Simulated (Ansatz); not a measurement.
# GaCl+ (doublet): from Hartree-Fock to the top rungs, cc-pVTZ

How much of the correlation energy of GaCl+ (doublet) does each wave-function method recover here?

Computed with Ansatz 0.2.0, Gaussian basis. Level: cc-pVTZ, core rule «outside noble gas», up to 19 orbitals frozen.

Plan: UHF; CCSD(T) on ROHF; CCSD(T) on UHF; BCCD(T) on ROHF; CISD; CCSDT(Q) on ROHF; CCSDT(Q) on UHF.

11 further runs of the same task are left out: 5 for a known fault of the program, 1 that didn't finish, 5 set aside as unsound or not needed.

## 1. The geometry

The geometry is a PBE0/def2-TZVP stationary point (not a proven minimum). No spin-orbit coupling is included. The filled d shell of Ga may be among the frozen orbitals whatever the setting's name suggests; the logs give the count.

2 atoms, charge 1, spin multiplicity 2.

Atoms are counted from 1 here; the program's logs count them from 0.

Bond lengths: Cl1–Ga2 2.089 Å.

## 2. UHF

Contents of in.yaml:

```yaml
crystal:
  periodic: [false, false, false]
  atoms:
    - {symbol: Cl, position_ang: [0.000000, 0.000000, 0.000000]}
    - {symbol: Ga, position_ang: [0.000000, 0.000000, 2.088600]}
basis:
  gaussian: {orbitals: cc-pVTZ}
total_charge: 1
magnetization: {spin_polarized: true, initial_magnetization: 1}
hamiltonian: {xc: hf}
output: {orbitals: {seedname: orbitals}}
```

Run with:

```bash
ansatz run in.yaml --threads 1 --pin off --events-out ev --progress --plain --max-ram 2393MiB
```

After this run come: CCSD(T) on ROHF; CCSD(T) on UHF; BCCD(T) on ROHF; CISD; CCSDT(Q) on ROHF; CCSDT(Q) on UHF.

Q: Predict the results of all the runs planned. Wanted: UCCSDT(Q) below the RHF energy; RMP2 from UCCSDT(Q); UMP2 from UCCSDT(Q); RCCSD from UCCSDT(Q); RCCSD(T) from UCCSDT(Q); UCCSD(T) from UCCSDT(Q); RCCSDT(Q) from UCCSDT(Q); T1 diagnostic.

The runs gave:

| quantity | value |
| --- | --- |
| UCCSDT(Q) below the RHF energy | -6.7124 eV |
| RMP2 from UCCSDT(Q) | +83.1 kJ/mol |
| UMP2 from UCCSDT(Q) | +82.0 kJ/mol |
| RCCSD from UCCSDT(Q) | +32.7 kJ/mol |
| RCCSD(T) from UCCSDT(Q) | +4.6 kJ/mol |
| UCCSD(T) from UCCSDT(Q) | +3.6 kJ/mol |
| RCCSDT(Q) from UCCSDT(Q) | +1.2 kJ/mol |
| levels within 1 kcal/mol (43 meV) | UCCSD(T), RCCSDT, UCCSDT, RCCSDT(Q) |
| T1 diagnostic | 0.026 |

In words: RCCSD(T) lands +4.6 kJ/mol from the yardstick (0.7 % of the correlation energy). These misses are within one basis, not against nature; the frozen cores of restricted and unrestricted runs differ, which can shift their rows.
